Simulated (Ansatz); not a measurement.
# AsH+ (quartet): the correlation ladder at distance As1–H2 = 5.569 Å, cc-pVQZ

How much of the correlation energy of AsH+ (quartet) does each wave-function method recover here?

The runs use Ansatz 0.2.0, Gaussian basis; cc-pVQZ, correlated electrons: outside noble gas.

The runs, in order: UHF; CCSD(T) on ROHF; CCSD(T) on UHF; BCCD(T) on ROHF; CCSDT(Q) on ROHF; CCSDT(Q) on UHF; CASSCF and MRCISD+Q, 5 electrons in 5 orbitals; CASSCF and NEVPT2, 5 electrons in 5 orbitals.

## Step 1: The system

The geometry derives from a PBE0/def2-TZVP stationary point (not a proven minimum). One bond is set to the value named and the two fragments are kept rigid. No spin-orbit coupling is included. The filled d shell of As may be among the frozen orbitals whatever the setting's name suggests; the logs give the count.

2 atoms, charge 1, spin multiplicity 4.

Atoms are counted from 1 here; the program's logs count them from 0.

No contacts short enough for the rule that draws bonds.

In the tables R marks a restricted open-shell determinant and U an unrestricted one; 'valence' is the active space of 5 electrons in 5 orbitals; correlation energies count from the lowest restricted Hartree-Fock solution.

## Step 2: UHF

The input, in.yaml:

```yaml
crystal:
  periodic: [false, false, false]
  atoms:
    - {symbol: As, position_ang: [0.000000, 0.000000, 0.000000]}
    - {symbol: H, position_ang: [0.000000, 0.000000, 5.569000]}
basis:
  gaussian: {orbitals: cc-pVQZ}
total_charge: 1
magnetization: {spin_polarized: true, initial_magnetization: 3}
hamiltonian: {xc: hf}
output: {orbitals: {seedname: orbitals}}
```

Run with:

```sh
ansatz run in.yaml --threads 1 --pin off --events-out ev --progress --plain --max-ram 3968MiB --backend cpu
```

Further steps of the session: CCSD(T) on ROHF; CCSD(T) on UHF; BCCD(T) on ROHF; CCSDT(Q) on ROHF; CCSDT(Q) on UHF; CASSCF and MRCISD+Q, 5 electrons in 5 orbitals; CASSCF and NEVPT2, 5 electrons in 5 orbitals.

**Question.** What will the summary of the whole plan be? Wanted: correlation energy, UCCSDT(Q); RMP2 from UCCSDT(Q); UMP2 from UCCSDT(Q); RCCSD from UCCSDT(Q); RCCSD(T) from UCCSDT(Q); UCCSD(T) from UCCSDT(Q); RCCSDT(Q) from UCCSDT(Q); NEVPT2 valence from UCCSDT(Q); MRCISD+Q valence from UCCSDT(Q).

The runs gave:

| quantity | value |
| --- | --- |
| correlation energy, UCCSDT(Q) | -2.1474 eV |
| RMP2 from UCCSDT(Q) | +10.64 kcal/mol |
| UMP2 from UCCSDT(Q) | +10.49 kcal/mol |
| RCCSD from UCCSDT(Q) | +1.85 kcal/mol |
| RCCSD(T) from UCCSDT(Q) | +0.57 kcal/mol |
| UCCSD(T) from UCCSDT(Q) | +0.29 kcal/mol |
| RCCSDT(Q) from UCCSDT(Q) | +0.29 kcal/mol |
| NEVPT2 valence from UCCSDT(Q) | +9.22 kcal/mol |
| MRCISD+Q valence from UCCSDT(Q) | +0.57 kcal/mol |
| levels of the table within 1 kcal/mol (43 meV) | RCCSD(T), UCCSD(T), BCCD(T), RCCSDT, UCCSDT, RCCSDT(Q), MRCISD+Q valence |
| T1 diagnostic | 0.017 |
| effectively unpaired electrons | 3.01 |

RCCSD(T) misses by +0.57 kcal/mol, 1.2 % of the correlation energy. One determinant dominates. Of the multireference levels listed MRCISD+Q valence comes nearest in total energy (+0.57 kcal/mol), which doesn't show that its space is the better one. These misses are within one basis, not against nature; the frozen cores of restricted and unrestricted runs differ, which can shift their rows.
